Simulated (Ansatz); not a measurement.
# CH6OSSn: up Jacob's ladder to CCSD(T)

One table from this session's results is given with a row withheld; the runs are named, their logs left out.

The runs use Ansatz 0.2.0, Gaussian basis; functionals in def2-TZVPP, the program's frozen cores in correlated methods.

Plan: PBE-D4, r2SCAN-D4, PBE0-D4, B3LYP-D4, ωB97X-V, ωB97M-V, B2PLYP; CCSD(T)/def2-TZVPP; MP2/def2-QZVPP; extrapolation to the limit.

## Structure used throughout

All runs share one geometry, relaxed beforehand with PBE0-D4 in a triple-zeta def2 set. Sn takes the def2 core potential; no spin-orbit term is included.

SMILES `O[CH2][SnH2][SH]`, 10 atoms, charge 0, spin multiplicity 1.

Atoms are counted from 1 here; the program's logs count them from 0.

Bond lengths: O1–C2 1.404 Å, O1–H5 0.967 Å, C2–Sn3 2.174 Å, C2–H6 1.091 Å, C2–H7 1.097 Å, Sn3–S4 2.427 Å, Sn3–H8 1.708 Å, Sn3–H9 1.706 Å, S4–H10 1.343 Å. Angles: C2–O1–H5 108.4°, O1–C2–Sn3 109.8°, O1–C2–H6 107.9°, O1–C2–H7 112.6°, Sn3–C2–H6 109.7°, Sn3–C2–H7 108.7°, H6–C2–H7 108.1°, C2–Sn3–S4 99.5°, C2–Sn3–H8 115.6°, C2–Sn3–H9 114.8°, S4–Sn3–H8 106.6°, S4–Sn3–H9 107.5°, H8–Sn3–H9 111.4°, Sn3–S4–H10 93.6°.

The first run:

Contents of in.yaml:

```yaml
crystal:
  periodic: [false, false, false]
  atoms:
    - {symbol: O, position_ang: [-0.577978, 1.598268, -0.686987]}
    - {symbol: C, position_ang: [-1.116294, 0.693149, 0.241021]}
    - {symbol: Sn, position_ang: [0.333758, -0.867775, 0.673039]}
    - {symbol: S, position_ang: [1.404494, -1.029613, -1.499536]}
    - {symbol: H, position_ang: [-0.166983, 1.093055, -1.401867]}
    - {symbol: H, position_ang: [-1.345924, 1.245474, 1.153196]}
    - {symbol: H, position_ang: [-2.041210, 0.224201, -0.116448]}
    - {symbol: H, position_ang: [-0.319074, -2.409166, 1.012271]}
    - {symbol: H, position_ang: [1.533723, -0.436148, 1.806869]}
    - {symbol: H, position_ang: [2.378585, -0.162744, -1.178658]}
basis:
  gaussian: {orbitals: def2-TZVPP}
hamiltonian: {xc: pbe, dispersion: d4}
output: {forces: true, orbitals: {seedname: orbitals}}
```

The run is started by

```console
ansatz run in.yaml --threads 4 --pin off --events-out ev --progress --plain --max-ram 10444MiB
```

Among the steps run: PBE-D4 (GGA); r2SCAN-D4 (meta-GGA); PBE0-D4 (hybrid); B3LYP-D4 (hybrid); ωB97X-V (range-separated); ωB97M-V (range-separated); B2PLYP (double hybrid); CCSD(T) in def2-TZVPP; MP2 in def2-QZVPP.

One table of the session follows, with a row left open; its other results are not shown here.

It belongs to the step «Atomisation energies». 

| method | atomisation energy (eV) |
| --- | --- |
| PBE-D4 | 32.455 |
| r2SCAN-D4 | 32.018 |
| PBE0-D4 | 31.835 |
| B3LYP-D4 | 31.838 |
| ωB97X-V | 32.201 |
| ωB97M-V | ? |
| B2PLYP | 31.416 |
| HF/def2-TZVPP | 22.020 |
| MP2/def2-TZVPP | 31.350 |
| CCSD/def2-TZVPP | 30.697 |
| CCSD(T)/def2-TZVPP | 31.244 |
| MP2/CBS | 32.341 |
| CCSD(T)/CBS | 32.235 |

Q: Estimate the row for ωB97M-V from the others.

As computed: atomisation energy (eV): 32.085. In the column «atomisation energy (eV)» it lies between r2SCAN-D4 (32.018) and ωB97X-V (32.201).
